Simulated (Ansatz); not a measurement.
# Si3C: the cost of one run

All numbers below are computed with Ansatz 0.2.0 (DFT, plane waves, PAW, no spin polarisation).

## 1. The structure to begin with

The cell holds 16 atoms (C4Si12): a = 6.864 Å, b = 6.864 Å, c = 5.000 Å, α = 90.00°, β = 90.00°, γ = 90.00°.

Structure file:

```xyz
16
Lattice="6.8636 0.0000 0.0000 0.0000 6.8636 0.0000 0.0000 0.0000 5.0004" Properties=species:S:1:pos:R:3 pbc="T T T"
C     0.0000    0.0000    0.0000
Si    0.0000    1.7159    1.0161
Si    1.7159    1.7159    2.5002
Si    1.7159    0.0000    3.9844
C     0.0000    3.4318    0.0000
Si    0.0000    5.1477    1.0161
Si    1.7159    5.1477    2.5002
Si    1.7159    3.4318    3.9844
C     3.4318    0.0000    0.0000
Si    3.4318    1.7159    1.0161
Si    5.1477    1.7159    2.5002
Si    5.1477    0.0000    3.9844
C     3.4318    3.4318    0.0000
Si    3.4318    5.1477    1.0161
Si    5.1477    5.1477    2.5002
Si    5.1477    3.4318    3.9844
```

## 2. Run 1: PBEsol

Input file input.yaml:

```yaml
crystal:
  lattice:
    - [6.8636204035, 0.0, 0.0]
    - [0.0, 6.8636204035, 0.0]
    - [0.0, 0.0, 5.0004336163]
  atoms:
    - { symbol: C, position: [0.0, 0.0, 0.0] }
    - { symbol: Si, position: [0.0, 0.25, 0.2031984776] }
    - { symbol: Si, position: [0.25, 0.25, 0.5] }
    - { symbol: Si, position: [0.25, 0.0, 0.7968015224] }
    - { symbol: C, position: [0.0, 0.5, 0.0] }
    - { symbol: Si, position: [0.0, 0.75, 0.2031984776] }
    - { symbol: Si, position: [0.25, 0.75, 0.5] }
    - { symbol: Si, position: [0.25, 0.5, 0.7968015224] }
    - { symbol: C, position: [0.5, 0.0, 0.0] }
    - { symbol: Si, position: [0.5, 0.25, 0.2031984776] }
    - { symbol: Si, position: [0.75, 0.25, 0.5] }
    - { symbol: Si, position: [0.75, 0.0, 0.7968015224] }
    - { symbol: C, position: [0.5, 0.5, 0.0] }
    - { symbol: Si, position: [0.5, 0.75, 0.2031984776] }
    - { symbol: Si, position: [0.75, 0.75, 0.5] }
    - { symbol: Si, position: [0.75, 0.5, 0.7968015224] }
kpoints:
  mp_grid: { grid: [2, 2, 4] }
hamiltonian:
  xc: pbesol
scf:
  occupations: { method: fermi_dirac, width: 0.052 }
md:
  ensemble: nve
  temperature: 600
  timestep: 2.0
  n_steps: 30
  initial_velocities: maxwell_boltzmann
  seed: 7132
```

On the command line:

```bash
$ ansatz run input.yaml --threads 4 --pin off --max-ram 3686MiB --backend cpu --events-out ev --progress --plain --runs-dir out
```

**Question.** How long does this run take on 4 threads of Arm Neoverse N1, shared host, and how much memory does it need?

About 95 s, with a peak of 0.6 GiB.
